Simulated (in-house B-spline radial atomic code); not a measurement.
**Ce¹⁰⁺: excited configurations**

How much energy does it take to promote electrons of Ce¹⁰⁺ to other shells? Each configuration is solved by itself and compared with the reference.

Program: in-house B-spline radial atomic code version 1. Level of theory: Dirac-Hartree-Fock, average of configuration, Fermi nucleus, basis-set limit. These are calculated values, not measurements, unless marked.

## 1. Starting point

| Item | Value |
| --- | --- |
| element | cerium (Z = 58) |
| charge | +10 |
| electrons | 48 |
| configuration | [Kr] 4d10 5s2 |
| Hamiltonian | Dirac-Coulomb |
| nucleus | Fermi, rms radius 4.877 fm |

The outer shells:

[Kr] 4d10 5s2
```
[Kr] core
4d [↑↓][↑↓][↑↓][↑↓][↑↓]
5s [↑↓]
```

Settings, as recorded:

```ini
Z = 58
electrons = 48.0
configuration = [Kr] 4d10 5s2
hamiltonian = dirac
method = hf
spin_polarised = False
nucleus = fermi
rms_radius = 4.8771
mass_number = 140
atomic_mass = 139.905448433
speed_of_light = 137.035999084
```

From the earlier run of the reference: total energy -8836.359942 hartree. Levels, eight at most:

```csv
orbital,occupation,energy (eV),<r> (bohr)
3d3/2,4,-1087.52,0.2504
3d5/2,6,-1068.44,0.2541
4s1/2,2,-466.74,0.6319
4p1/2,2,-402.49,0.6509
4p3/2,4,-382.57,0.6750
4d3/2,4,-275.51,0.7191
4d5/2,6,-271.92,0.7278
5s1/2,2,-172.75,1.348
```

## 2. Run with [Ar] 3d10 4s2 4p5 4d10 5s2 8g1

Settings, as recorded:

```ini
Z = 58
electrons = 48.0
configuration = [Ar] 3d10 4s2 4p5 4d10 5s2 8g1
hamiltonian = dirac
method = hf
spin_polarised = False
nucleus = fermi
rms_radius = 4.8771
mass_number = 140
atomic_mass = 139.905448433
speed_of_light = 137.035999084
```

## 3. [Kr] 4d10 5s1 8d1

Settings: those of step 2 with these lines changed.

```diff
@@ -2,3 +2,3 @@
 electrons = 48.0
-configuration = [Ar] 3d10 4s2 4p5 4d10 5s2 8g1
+configuration = [Kr] 4d10 5s1 8d1
 hamiltonian = dirac
```

## 4. Run with [Kr] 4d10 5s1 5p1

Settings: those of step 3 with these lines changed.

```diff
@@ -2,3 +2,3 @@
 electrons = 48.0
-configuration = [Kr] 4d10 5s1 8d1
+configuration = [Kr] 4d10 5s1 5p1
 hamiltonian = dirac
```

## 5. Run with [Kr] 4d9 5s2 7d1

Settings: those of step 4 with these lines changed.

```diff
@@ -2,3 +2,3 @@
 electrons = 48.0
-configuration = [Kr] 4d10 5s1 5p1
+configuration = [Kr] 4d9 5s2 7d1
 hamiltonian = dirac
```

## 6. Run with [Ar] 3d9 4s2 4p6 4d10 5s2 7p1

Settings: those of step 5 with these lines changed.

```diff
@@ -2,3 +2,3 @@
 electrons = 48.0
-configuration = [Kr] 4d9 5s2 7d1
+configuration = [Ar] 3d9 4s2 4p6 4d10 5s2 7p1
 hamiltonian = dirac
```

## 7. [Kr] 4d10 5s1 8p1

Settings: those of step 6 with these lines changed.

```diff
@@ -2,3 +2,3 @@
 electrons = 48.0
-configuration = [Ar] 3d9 4s2 4p6 4d10 5s2 7p1
+configuration = [Kr] 4d10 5s1 8p1
 hamiltonian = dirac
```

## 8. Configuration [Kr] 4d10 5s1 5g1

Settings: those of step 7 with these lines changed.

```diff
@@ -2,3 +2,3 @@
 electrons = 48.0
-configuration = [Kr] 4d10 5s1 8p1
+configuration = [Kr] 4d10 5s1 5g1
 hamiltonian = dirac
```

## 9. [Ar] 3d10 4s2 4p5 4d10 5s2 6f1

Settings: those of step 8 with these lines changed.

```diff
@@ -2,3 +2,3 @@
 electrons = 48.0
-configuration = [Kr] 4d10 5s1 5g1
+configuration = [Ar] 3d10 4s2 4p5 4d10 5s2 6f1
 hamiltonian = dirac
```

Q: How far above the reference does each configuration lie (order and size, in eV)?

The runs gave:

| net move | configuration | energy above the reference (eV) | with Breit, QED, recoil (eV) | largest <r> (bohr) |
| --- | --- | --- | --- | --- |
| 5s → 5p | [Kr] 4d10 5s1 5p1 | 20.365 | 20.297 | 1.47 |
| 5s → 5g | [Kr] 4d10 5s1 5g1 | 105.60 | 105.44 | 2.41 |
| 5s → 8p | [Kr] 4d10 5s1 8p1 | 132.08 | 131.93 | 5.52 |
| 5s → 8d | [Kr] 4d10 5s1 8d1 | 136.92 | 136.76 | 6.08 |
| 4d → 7d | [Kr] 4d9 5s2 7d1 | 221.74 | 221.71 | 4.32 |
| 4p → 6f | [Ar] 3d10 4s2 4p5 4d10 5s2 6f1 | 329.81 | 329.43 | 3.41 |
| 4p → 8g | [Ar] 3d10 4s2 4p5 4d10 5s2 8g1 | 360.41 | 360.04 | 7.56 |
| 3d → 7p | [Ar] 3d9 4s2 4p6 4d10 5s2 7p1 | 1004.60 | 1004.00 | 3.86 |

Quantum defects of the promoted electron, δ = n − ζ/√(−2ε) with ζ = 11 and ε its orbital energy in hartree:

| promotion | δ |
| --- | --- |
| 5s → 8p | 1.620 |
| 5s → 8d | 1.201 |
| 4d → 7d | 1.234 |
| 4p → 6f | 0.625 |
| 4p → 8g | 0.099 |
| 3d → 7p | 1.664 |

**Reading.** The lowest of them is 5s → 5p at 20.365 eV and the highest 3d → 7p at 1004.60 eV. Koopmans' estimate of the ionisation threshold is 172.75 eV; 4 configurations exceed it by over 2 % and could autoionise. Of those tabulated, the defect is largest for 7p (1.66) and least for 8g (0.10): low angular momentum penetrates the core, high angular momentum stays outside it. Two partly filled shells share a symmetry and can mix in the average, which may lower the energy, for: 4d → 7d. These are averages over configurations, without correlation, not spectroscopic levels.
